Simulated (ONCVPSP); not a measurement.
# Pseudopotential generation for Zn: ONCV, LDA (Perdew-Wang 92)

Task: generate the file, and judge it by its errors in other configurations, its logarithmic derivatives, its ghosts and its cutoff.

Method: ONCVPSP 4.0.1, LDA (Perdew-Wang 92), non-relativistic.

### Step 1. Settings

The settings as typed:

- element: zinc (Zn, Z = 30)
- type: optimised norm-conserving Vanderbilt (ONCV)
- frozen core: [Ar]
- valence charge: 12
- reference configuration: 3d10 4s1 (charge +1)
- partial waves: 4s: rc 1.70 bohr, ncon 5, nbas 8, qcut 4.8 1/bohr, 2 projectors, debl 1 Ha; p scattering state at 0.43 Ha: rc 1.50 bohr, ncon 3, nbas 7, qcut 4.6 1/bohr, 1 projector; 3d: rc 1.35 bohr, ncon 4, nbas 9, qcut 11.5 1/bohr, 3 projectors, debl 1.7 Ha
- local potential: polynomial inside 1.25 bohr (lpopt 5, dvloc0 0 Ha)
- core correction: Teter function, fcfact 2.5, rcfact 1.35

An earlier all-electron run gives the scale for the radii.

All-electron outer shells of the reference configuration (LDA (PZ), non-relativistic, ld1.x):

| shell | level (eV) | outermost node (bohr) | outermost maximum (bohr) |
| --- | --- | --- | --- |
| 3p | -91.89 | 0.25 | 0.60 |
| 3d | -20.44 | – | 0.56 |
| 4s | -14.05 | 0.86 | 2.01 |
| 4p | -7.98 | 0.92 | 2.52 |

### Step 2. Generating the potential

File Zn.dat:

```
# ATOM AND REFERENCE CONFIGURATION
# atsym  z   nc   nv     iexc    psfile
  Zn 30.00    5    2  -001012      upf
#
#   n    l    f
    1    0    2.00
    2    0    2.00
    2    1    6.00
    3    0    2.00
    3    1    6.00
    3    2   10.00
    4    0    1.00
#
# PSEUDOPOTENTIAL AND OPTIMIZATION
# lmax
    2
#
#   l,   rc,      ep,       ncon, nbas, qcut
    0    1.70    0.00    5    8    4.80
    1    1.50    0.43    3    7    4.60
    2    1.35    0.00    4    9   11.50
#
# LOCAL POTENTIAL
# lloc, lpopt,  rc(5),   dvloc0
    4    5    1.25    0.00
#
# VANDERBILT-KLEINMAN-BYLANDER PROJECTORs
# l, nproj, debl
    0    2    1.00
    1    1    2.00
    2    3    1.70
#
# MODEL CORE CHARGE
# icmod, fcfact, rcfact
    3    2.50    1.35
#
# LOG DERIVATIVE ANALYSIS
# epsh1, epsh2, depsh
   -2.00    5.00    0.02
#
# OUTPUT GRID
# rlmax, drl
    6.00    0.01
#
# TEST CONFIGURATIONS
# ncnf
    4
# nvcnf
#   n    l    f
    2
    3    2   10.00
    4    0    2.00
#
    2
    3    2   10.00
    4    0    0.00
#
    2
    3    2    9.00
    4    0    0.00
#
    3
    3    2    9.00
    4    0    2.00
    4    1    1.00
#
```

Run with:

```console
$ oncvpspnr.x < Zn.dat > Zn.out
```

Before running it: what results should come out? Wanted: cutoffs for 1 and 0.1 mHa per electron, occupied waves; bound ghosts; GHOST(+) flags; largest test error; largest phase difference near zero energy, channels read; rms error of d²Exc/dn², without and with the model core.

The runs gave:

```
                                                quantity                           value
  cutoffs for 1 and 0.1 mHa per electron, occupied waves                 54 Ha and 60 Ha
                                            bound ghosts  s at -161.40 eV, p at -5.64 eV
                                          GHOST(+) flags              none at low energy
                            largest test error (AE − PS)        -73 meV, for 3d9 4s2 4p1
largest phase difference near zero energy, channels read                       3.093 rad
 rms error of d²Exc/dn², without and with the model core               8.45 and 4.79 mHa
```

In words: A bound ghost (s, p) makes it unfit for use: electrons can fall into a state that the atom doesn't have. The worst unpolarised test, 3d9 4s2 4p1, is off by 73 meV on 2.9 eV; by total energies transferability rates as fair. It counts as hard, with 54 Ha needed at the looser tolerance. At the looser tolerance the 3d wave is the slowest; 4s needs 24 Ha. Of the channels read, p scatters worst near zero energy, by up to 3.09 rad. A step near π is an extra or missing state, not a misfit of shape. The pseudo curves have a pole with no partner nearby in the atom's: p at -0.21 Ha. These are tests on the free atom; a crystal test is still owed.
